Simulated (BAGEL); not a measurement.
# CH2FNSi (SMILES FC1=N[SiH2]1): HF/STO-3G (density fitting with qzvpp-jkfit)

What is the vertical ionisation energy of CH2FNSi at HF/STO-3G (density fitting with qzvpp-jkfit)? 

The results are computed with BAGEL 1.2.2.

1 further run of the same task is left out (it didn't finish).

**1. Starting point**

CH2FNSi: 6 atoms, total charge 0, spin state singlet. SMILES: `FC1=N[SiH2]1`. The shape is that of a PBE0-D4/def2-TZVP optimisation.

Bond lengths: F1–C2 1.313 Å, C2–N3 1.261 Å, C2–Si4 1.766 Å, N3–Si4 1.801 Å, Si4–H5 1.477 Å, Si4–H6 1.477 Å. Angles: F1–C2–N3 128.8°, F1–C2–Si4 160.4°, N3–C2–Si4 70.8°, C2–N3–Si4 67.8°, C2–Si4–N3 41.4°, C2–Si4–H5 122.2°, C2–Si4–H6 122.2°, N3–Si4–H5 118.8°, N3–Si4–H6 118.8°, H5–Si4–H6 113.7°.

**2. A single-point energy at HF/STO-3G (density fitting with qzvpp-jkfit)**

The input, hf.json:

```json
{ "bagel" : [

{
  "title" : "molecule",
  "basis" : "sto-3g",
  "df_basis" : "qzvpp-jkfit",
  "angstrom" : "true",
  "geometry" : [
    { "atom" : "F", "xyz" : [       1.423100,      -1.608300,       0.851500 ] },
    { "atom" : "C", "xyz" : [       0.513000,      -0.815400,       0.333600 ] },
    { "atom" : "N", "xyz" : [      -0.624100,      -1.110900,      -0.124500 ] },
    { "atom" : "Si", "xyz" : [      -0.284400,       0.654600,      -0.233900 ] },
    { "atom" : "H", "xyz" : [       0.001700,       1.243400,      -1.557500 ] },
    { "atom" : "H", "xyz" : [      -0.987300,       1.572700,       0.684600 ] }
  ]
},

{
  "title" : "hf",
  "charge" : 0
},

{
  "title" : "print",
  "file" : "orbitals.molden",
  "orbitals" : "true"
}

]}
```

Command:

```bash
$ BAGEL_NUM_THREADS=1 BAGEL hf.json > hf.out
```

The log of the run:

```text
* using 1 threads per process

  ===============================================================
  ===============================================================

  *** Geometry ***

  { "atom" : "F", "xyz" : [      2.689269,     -3.039247,      1.609102 ] },
  { "atom" : "C", "xyz" : [      0.969430,     -1.540883,      0.630413 ] },
  { "atom" : "N", "xyz" : [     -1.179378,     -2.099297,     -0.235271 ] },
  { "atom" : "Si", "xyz" : [     -0.537438,      1.237015,     -0.442007 ] },
  { "atom" : "H", "xyz" : [      0.003213,      2.349685,     -2.943248 ] },
  { "atom" : "H", "xyz" : [     -1.865727,      2.971972,      1.293707 ] },

  Number of auxiliary basis functions:      393

  Since a DF basis is specified, we compute 2- and 3-index integrals:
    o Being stored without compression. Storage requirement is 0.002 GB

  Number of basis functions:       26
  Number of electrons      :       38

    * METHOD: MOLECULE                             0.16

  *** RHF ***

  === Nuclear Repulsion ===
   147.1545593571

      * DIIS with orbital gradients will be used.

  === RHF iteration (sto-3g) ===
      0       -475.70587461          0.02700553           0.02
      1       -475.80054187          0.01764052           0.02
      2       -475.84913959          0.00204374           0.02
      3       -475.85074168          0.00078617           0.02
      4       -475.85106234          0.00026095           0.02
      5       -475.85111040          0.00007787           0.02
      6       -475.85111438          0.00002764           0.01
      7       -475.85111480          0.00000924           0.01
      8       -475.85111484          0.00000253           0.01
      9       -475.85111484          0.00000092           0.01
     10       -475.85111484          0.00000028           0.02
     11       -475.85111484          0.00000011           0.02
     12       -475.85111484          0.00000005           0.02
     13       -475.85111484          0.00000002           0.02
     14       -475.85111484          0.00000001           0.01
    * SCF iteration converged.

    * Permanent dipole moment:
           (   -0.228732,    -1.108970,     0.061914) a.u.

    * METHOD: HF                                   0.34

    * METHOD: PRINT                                0.00

  ===============================================================
```

Wall time 0.66 s (1 thread of Arm Neoverse N1, shared host); peak memory 0.081 GiB.

**3. The doublet cation, same level**

The input, calc.json:

```json
{ "bagel": [

{
  "title": "molecule",
  "basis": "sto-3g",
  "df_basis": "qzvpp-jkfit",
  "angstrom": "true",
  "geometry": [
    { "atom": "F", "xyz": [    1.423100,   -1.608300,    0.851500 ] },
    { "atom": "C", "xyz": [    0.513000,   -0.815400,    0.333600 ] },
    { "atom": "N", "xyz": [   -0.624100,   -1.110900,   -0.124500 ] },
    { "atom": "Si", "xyz": [   -0.284400,    0.654600,   -0.233900 ] },
    { "atom": "H", "xyz": [    0.001700,    1.243400,   -1.557500 ] },
    { "atom": "H", "xyz": [   -0.987300,    1.572700,    0.684600 ] }
  ]
},
{ "title": "uhf", "charge": 1, "nopen": 1 },
{ "title": "print", "file": "orbitals.molden", "orbitals": "true" }

]}
```

Command:

```bash
$ BAGEL_NUM_THREADS=1 BAGEL calc.json > calc.out
```

The log of the run:

```text
* using 1 threads per process

  ===============================================================
  ===============================================================

  *** Geometry ***

  { "atom" : "F", "xyz" : [      2.689269,     -3.039247,      1.609102 ] },
  { "atom" : "C", "xyz" : [      0.969430,     -1.540883,      0.630413 ] },
  { "atom" : "N", "xyz" : [     -1.179378,     -2.099297,     -0.235271 ] },
  { "atom" : "Si", "xyz" : [     -0.537438,      1.237015,     -0.442007 ] },
  { "atom" : "H", "xyz" : [      0.003213,      2.349685,     -2.943248 ] },
  { "atom" : "H", "xyz" : [     -1.865727,      2.971972,      1.293707 ] },

  Number of auxiliary basis functions:      393

  Since a DF basis is specified, we compute 2- and 3-index integrals:
    o Being stored without compression. Storage requirement is 0.002 GB

  Number of basis functions:       26
  Number of electrons      :       38

    * METHOD: MOLECULE                             0.16

  *** Open-shell HF ***

  === Nuclear Repulsion ===
   147.1545593571

      * DIIS with orbital gradients will be used.

  === UHF iteration (sto-3g) ===
      0       -475.44711149          0.05869773           0.03
      1       -475.56303505          0.04014955           0.03
      2       -475.59620543          0.02846492           0.03
      3       -475.63235959          0.00396824           0.03
      4       -475.63545291          0.00252144           0.03
      5       -475.63835910          0.00097632           0.03
      6       -475.63937764          0.00038675           0.03
      7       -475.63995350          0.00011213           0.03
      8       -475.64030307          0.00011492           0.03
      9       -475.64032195          0.00011453           0.03
     10       -475.64029060          0.00011651           0.03
     11       -475.64033703          0.00011238           0.03
     12       -475.64046098          0.00011237           0.03
     13       -475.64110775          0.00013604           0.03
     14       -475.63976231          0.00018633           0.03
     15       -475.64137310          0.00012030           0.03
     16       -475.64199636          0.00024261           0.03
     17       -475.64203876          0.00018107           0.03
     18       -475.64193743          0.00004729           0.03
     19       -475.64205148          0.00004647           0.03
     20       -475.64205217          0.00002583           0.03
     21       -475.64205449          0.00000894           0.03
     22       -475.64205454          0.00000369           0.03
     23       -475.64205454          0.00000156           0.03
     24       -475.64205454          0.00000034           0.03
     25       -475.64205454          0.00000029           0.03
     26       -475.64205454          0.00000026           0.03
     27       -475.64205454          0.00000008           0.03
     28       -475.64205454          0.00000004           0.03
     29       -475.64205454          0.00000002           0.03
     30       -475.64205454          0.00000001           0.03
    * SCF iteration converged.

    * S^2 (UHF) is 0.9240

    * Permanent dipole moment:
           (    0.440969,    -1.238282,     0.376259) a.u.

    * METHOD: UHF                                  1.02

    * METHOD: PRINT                                0.00

  ===============================================================
```

Run time: 1.4 s. Hardware: 1 thread of Arm Neoverse N1, shared host; peak memory 0.081 GiB.

**4. Outcome**

At HF/STO-3G (density fitting with qzvpp-jkfit):

| quantity | value |
| --- | --- |
| singlet CH2FNSi: total energy | -475.85111 Eh |
| singlet CH2FNSi: dipole moment | 2.88 D |
| singlet CH2FNSi: HOMO energy | -7.16 eV |
| singlet CH2FNSi: LUMO energy | 8.82 eV |
| singlet CH2FNSi: HOMO–LUMO gap | 15.98 eV |
| doublet cation: total energy | -475.64205 Eh |
| doublet cation: ⟨S²⟩ | 0.924 |
| vertical ionisation energy (to the doublet cation) | 5.689 eV |

Removing an electron at fixed nuclei costs 5.69 eV (549 kJ/mol). The negative HOMO energy of the first species, 7.16 eV, lies 1.47 eV above that difference. In a minimal basis such a difference can be off by several eV, whatever the method. ⟨S²⟩ (doublet cation) is 0.92 where a pure doublet has 0.75: the reference is spin-contaminated.
